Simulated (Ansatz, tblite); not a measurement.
# The cluster Hf2H10O9: one state, many levels

The task here is to estimate one member of a computed series from the others.

Program: Ansatz 0.2.0, Gaussian basis. Level of theory: as each input shows. These are calculated values, not measurements.

The runs, in order: GFN1-xTB, GFN2-xTB, PBE-D4/def2-TZVP, r2SCAN-D4/def2-TZVP, PBE-QIDH/def2-TZVP, HF/def2-TZVP, CAM-B3LYP-D4/def2-TZVP, PBE-D4/def2-SVP, PBE0-D4/def2-SVP, CCSD(T)/def2-SVP, MP2/def2-TZVP, RPA/def2-TZVP.

**The structure**

The geometry is that of the singlet, from an earlier relaxation (PBE-D4/def2-SVP).

21 atoms, charge 0, spin multiplicity 1.

Bond lengths: Hf1–O3 2.336 Å, Hf1–O4 1.945 Å, Hf1–O5 1.970 Å, Hf1–O7 2.160 Å, Hf1–O9 2.262 Å, Hf1–O11 2.053 Å, Hf2–O6 2.011 Å, Hf2–O7 2.236 Å, Hf2–O8 1.987 Å, Hf2–O9 2.235 Å, Hf2–O10 1.944 Å, Hf2–O11 2.419 Å, O3–H12 1.003 Å, O3–H13 0.978 Å, O4–H14 0.964 Å, O5–H15 0.964 Å, O6–H16 0.971 Å, O7–H17 0.973 Å and more. Angles: O3–Hf1–O4 103.6°, O3–Hf1–O5 84.0°, O3–Hf1–O7 79.9°, O3–Hf1–O9 68.7°, O3–Hf1–O11 145.3°, O4–Hf1–O5 105.3°, O4–Hf1–O7 94.0°, O4–Hf1–O9 160.7°, O4–Hf1–O11 106.7°, O5–Hf1–O7 157.3°, O5–Hf1–O9 91.7°, O5–Hf1–O11 103.7°, O7–Hf1–O9 67.6°, O7–Hf1–O11 81.4°, O9–Hf1–O11 77.2°, O6–Hf2–O7 90.1°, O6–Hf2–O8 104.3°, O6–Hf2–O9 142.6° and more.

Hf takes a core potential in the def2 sets. No spin-orbit coupling is included.

PBE0-D4/def2-TZVP was run before; its log isn't repeated, and its numbers join the tables.

Set-up of the first run:

Tight binding, by tblite at 300 K electronic temperature and without a spin-polarisation term:

```python
tblite.interface.Calculator('GFN1-xTB', numbers, positions, charge=0, uhf=0).singlepoint()
```

Tight binding, by tblite at 300 K electronic temperature and without a spin-polarisation term:

```python
tblite.interface.Calculator('GFN2-xTB', numbers, positions, charge=0, uhf=0).singlepoint()
```

start.molden holds the orbitals of an earlier run on this state, given as this run's starting guess.

The input, in.yaml:

```yaml
crystal:
  periodic: [false, false, false]
  atoms:
    - {symbol: Hf, position_ang: [0.875534, 0.480414, -1.139681]}
    - {symbol: Hf, position_ang: [-0.765345, -0.484268, 1.488682]}
    - {symbol: O, position_ang: [-0.206468, -0.794035, -2.771536]}
    - {symbol: O, position_ang: [2.761720, 0.151390, -1.479622]}
    - {symbol: O, position_ang: [0.393392, 1.997480, -2.300338]}
    - {symbol: O, position_ang: [0.741002, -0.485510, 2.821362]}
    - {symbol: O, position_ang: [0.593252, -1.364842, -0.053503]}
    - {symbol: O, position_ang: [-1.964804, 0.975241, 2.105610]}
    - {symbol: O, position_ang: [-1.291021, 0.121581, -0.597305]}
    - {symbol: O, position_ang: [-1.801000, -2.070291, 1.927195]}
    - {symbol: O, position_ang: [0.744950, 1.257944, 0.755501]}
    - {symbol: H, position_ang: [-1.011024, -0.758953, -2.173753]}
    - {symbol: H, position_ang: [-0.416452, -0.171717, -3.496416]}
    - {symbol: H, position_ang: [3.680855, -0.020496, -1.714976]}
    - {symbol: H, position_ang: [0.161085, 2.837409, -2.713295]}
    - {symbol: H, position_ang: [0.760223, -0.938346, 3.679881]}
    - {symbol: H, position_ang: [1.350134, -1.900950, 0.239111]}
    - {symbol: H, position_ang: [-1.736723, 1.889197, 2.337944]}
    - {symbol: H, position_ang: [-1.888976, 0.891344, -0.551358]}
    - {symbol: H, position_ang: [-2.399695, -2.782263, 2.177657]}
    - {symbol: H, position_ang: [1.419339, 1.169683, 1.458831]}
basis:
  gaussian: {orbitals: def2-TZVP, fitting: {mean_field: def2-universal-jkfit}, initial_orbitals: start.molden}
hamiltonian: {xc: pbe, dispersion: d4}
scf: {omitted_lower_state_checks: [starts]}
output: {forces: true, orbitals: {seedname: orbitals}}
```

Started as:

```console
ansatz run in.yaml --threads 2 --pin off --events-out ev --progress --plain --max-ram 32768MiB --backend cuda --devices 0, --max-vram 18GiB
```

Steps of the session up to this table: PBE-D4/def2-TZVP; r2SCAN-D4/def2-TZVP; PBE-QIDH/def2-TZVP; HF/def2-TZVP; CAM-B3LYP-D4/def2-TZVP; PBE-D4/def2-SVP; PBE0-D4/def2-SVP; CCSD(T)/def2-SVP; MP2/def2-TZVP; RPA/def2-TZVP.

One of the session's tables, all rows but one given; the rest of the session is left out.

| method | binding an atom (eV) |
| --- | --- |
| HF/def2-SVP | 3.120 |
| HF/def2-TZVP | 3.092 |
| PBE-D4/def2-SVP | 4.587 |
| PBE-D4/def2-TZVP | 4.544 |
| r2SCAN-D4/def2-TZVP | 4.491 |
| PBE0-D4/def2-SVP | 4.422 |
| PBE0-D4/def2-TZVP | 4.393 |
| CAM-B3LYP-D4/def2-TZVP | 4.479 |
| MP2/def2-SVP | 4.411 |
| MP2/def2-TZVP | ? |
| CCSD/def2-SVP | 4.244 |
| CCSD(T)/def2-SVP | 4.297 |

Q: Estimate the row for MP2/def2-TZVP from the others.

**Answer.** binding an atom (eV): 4.517. In the column «binding an atom (eV)» it lies between r2SCAN-D4/def2-TZVP (4.491) and PBE-D4/def2-TZVP (4.544).

Some runs used a GPU and others CPU threads alone, so the times don't compare the methods' cost.

Limits of these values: Free atoms were run apart at each level; binding is atoms less cluster, divided by the number of atoms, without zero-point or spin-orbit terms. The yardstick is in a double-zeta basis, so levels in larger sets aren't compared like for like. CCSD(T)/def2-SVP isn't at the basis-set limit; small misses against it rank nothing.
